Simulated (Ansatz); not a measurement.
# Cl2FHSSn: up Jacob's ladder to CCSD(T)

One table from this session's results is given with a row withheld; the runs are named, their logs left out.

Computed with Ansatz 0.2.0, Gaussian basis. Level: functionals in def2-TZVPP, the program's frozen cores in correlated methods.

Levels to be run: LDA (SPW92), PBE-D4, revPBE-D4, BLYP-D4, r2SCAN-D4, B97M-V, PBE0-D4, B3LYP-D4, r2SCANh-D4, r2SCAN0-D4, HSE06-D4, BHLYP-D4, CAM-B3LYP-D4, LC-ωPBE, ωB97X-V, ωB97M-V, B2PLYP, PBE-QIDH; CCSD(T)/def2-SVP; CCSD(T)/def2-TZVPP; MP2/def2-QZVPP; extrapolation to the limit; RPA on PBE.

### The relaxed structure

An earlier PBE0-D4 in a triple-zeta def2 set relaxation fixed the geometry. Sn takes the def2 core potential; no spin-orbit term is included.

SMILES `[F][Sn]([SH])([Cl])[Cl]`, 6 atoms, charge 0, spin multiplicity 1.

Atoms are counted from 1 here; the program's logs count them from 0.

Bond lengths: F1–Sn2 1.900 Å, Sn2–S3 2.358 Å, Sn2–Cl4 2.288 Å, Sn2–Cl5 2.293 Å, S3–H6 1.346 Å. Angles: F1–Sn2–S3 110.9°, F1–Sn2–Cl4 106.1°, F1–Sn2–Cl5 104.2°, S3–Sn2–Cl4 110.7°, S3–Sn2–Cl5 113.4°, Cl4–Sn2–Cl5 111.1°, Sn2–S3–H6 91.4°.

As a file:

```csv
atom,x (Å),y (Å),z (Å)
F1,-1.8802,0.3798,0.7047
Sn2,-0.3273,-0.0544,-0.3012
S3,1.3414,-0.9794,1.0838
Cl4,-0.9979,-1.5671,-1.8809
Cl5,0.2901,1.9311,-1.2686
H6,1.6159,0.2262,1.6159
```

Set-up of the first run:

File in.yaml:

```yaml
crystal:
  periodic: [false, false, false]
  atoms:
    - {symbol: F, position_ang: [-1.880162, 0.379790, 0.704729]}
    - {symbol: Sn, position_ang: [-0.327308, -0.054434, -0.301247]}
    - {symbol: S, position_ang: [1.341423, -0.979420, 1.083838]}
    - {symbol: Cl, position_ang: [-0.997885, -1.567091, -1.880854]}
    - {symbol: Cl, position_ang: [0.290132, 1.931072, -1.268589]}
    - {symbol: H, position_ang: [1.615901, 0.226185, 1.615921]}
basis:
  gaussian: {orbitals: def2-TZVPP}
hamiltonian: {xc: lda}
output: {orbitals: {seedname: orbitals}}
```

Started as:

```sh
> ansatz run in.yaml --threads 4 --pin off --events-out ev --progress --plain --max-ram 10444MiB
```

Steps of the session up to this table: LDA; PBE-D4 (GGA); revPBE-D4 (GGA); BLYP-D4 (GGA); r2SCAN-D4 (meta-GGA); B97M-V (meta-GGA); B3LYP-D4 (hybrid); r2SCANh-D4 (hybrid); r2SCAN0-D4 (hybrid); HSE06-D4 (hybrid); BHLYP-D4 (hybrid); CAM-B3LYP-D4 (range-separated); LC-ωPBE (range-separated); ωB97X-V (range-separated); ωB97M-V (range-separated); B2PLYP (double hybrid); PBE-QIDH (double hybrid).

One of the session's tables, all rows but one given; the rest of the session is left out.

It belongs to the step «Frontier levels by functional». 

```
  functional  HOMO (eV)  LUMO (eV)  gap (eV)
 LDA (SPW92)      -7.48      -4.04      3.44
      PBE-D4      -7.33      -3.72      3.61
   revPBE-D4      -7.28      -3.61      3.67
     BLYP-D4      -7.16      -3.65      3.51
   r2SCAN-D4      -7.66      -3.55      4.11
      B97M-V      -7.72      -3.43      4.29
     PBE0-D4      -8.64      -2.83      5.81
    B3LYP-D4      -8.37      -3.12      5.25
  r2SCANh-D4          ?          ?         ?
  r2SCAN0-D4      -8.86      -2.73      6.13
    HSE06-D4      -8.24      -3.20      5.04
    BHLYP-D4      -9.78      -1.85      7.94
CAM-B3LYP-D4      -9.99      -1.83      8.16
     LC-ωPBE     -11.44      -0.59     10.85
     ωB97X-V     -11.05      -0.69     10.36
     ωB97M-V     -10.86      -0.78     10.08
```

Q: Estimate the row for r2SCANh-D4 from the others.

Worked estimate for «HOMO (eV)». Against the share of exact exchange, r2SCAN-D4 (0, -7.66), r2SCAN0-D4 (0.25, -8.86) give a slope of -4.80 per unit share; at 0.1 the line stands at -8.14.

As computed: HOMO (eV): -8.14; LUMO (eV): -3.23; gap (eV): 4.91. In «HOMO (eV)» the line misses by 0.00.
